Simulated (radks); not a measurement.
# Fractional charge and spin in the 4p shell of rubidium

The task here is to estimate one member of a computed series from the others.

The numbers are computed with radks (a radial shooting solver on a logarithmic mesh, Libxc functionals) version 1 (scalar-relativistic Kohn-Sham, r2SCAN, spin-polarised, spherical densities, finite nucleus), except any that are marked as measured or tabulated.

### Starting point

| Item | Value |
| --- | --- |
| element | rubidium (Z = 37) |
| configuration | [Ar] 3d10 4s2 4p(up 3, down 3) |
| nuclear rms radius | 4.2036 fm |

A shell typed twice in an input gives spin up, then spin down.

Set-up of the first run:

Settings of this run:

```text
Z 37
configuration [Ar] 3d10 4s2 4p3 4p3
relativity scalar-relativistic
functional r2scan,r2scan
spin polarised
nucleus finite rms 4.2036 fm
c 137.035999084
```

Steps of the session up to this table: 4p: up 3, down 3.

One of the session's tables, all rows but one given; the rest of the session is left out.

It belongs to the step «4p: up 3, down 3». Sizes of the orbitals, from the radial functions (bohr):

| level | <r> | outermost maximum (interpolated) | 90 % within | nodes |
| --- | --- | --- | --- | --- |
| 1s | 0.04030 | 0.0263 | 0.0721 | 0 |
| 2s | 0.1777 | 0.149 | 0.275 | 1 |
| 2p | 0.1551 | 0.120 | 0.253 | 0 |
| 3s | 0.5094 | 0.450 | 0.756 | 2 |
| 3p | 0.5180 | 0.446 | 0.787 | 1 |
| 3d | 0.5253 | 0.395 | 0.854 | 0 |
| 4s | ? | ? | ? | ? |
| 4p | 1.709 | 1.43 | 2.58 | 2 |

Q: Estimate the row for 4s from the others.

As computed: <r>: 1.460; outermost maximum (interpolated): 1.26; 90 % within: 2.16; nodes: 3. In the column «<r>» it lies between 3d (0.5253) and 4p (1.709).
